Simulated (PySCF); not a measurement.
The system is Cl2C, in a box.

```xyz
3
Lattice="12.0000 0.0000 0.0000 0.0000 11.0000 0.0000 0.0000 0.0000 11.0000" Properties=species:S:1:pos:R:3 pbc="T T T"
Cl    7.1339    5.0270    6.0834
C     5.6656    4.7712    5.2493
Cl    4.8921    6.2708    4.9846
```

Base run:

```yaml
Program: PySCF 2.14.0
Functional: AM05
Potentials_or_basis: pob-tzvp-rev2 (all-electron)
k_mesh: 1 × 1 × 1
Occupations: fixed
Spin: no spin polarisation
```

Its results: gap between the frontier levels 1.82 eV.

Q: The run is repeated on the same cell with these changes: functional from AM05 to SCAN0. What comes out?

A: Gap between the frontier levels 4.62 eV.

SCAN0 gives the wider gap, since exact exchange removes part of the self-interaction.

Caveats: this is a molecule in a periodic box at the Γ point, so its band gap is the HOMO-LUMO gap; the basis of atomic orbitals isn't converged, which shifts pressures, moduli and gaps.

A k mesh can miss the band edges.

Not every run made on this cell is shown here.
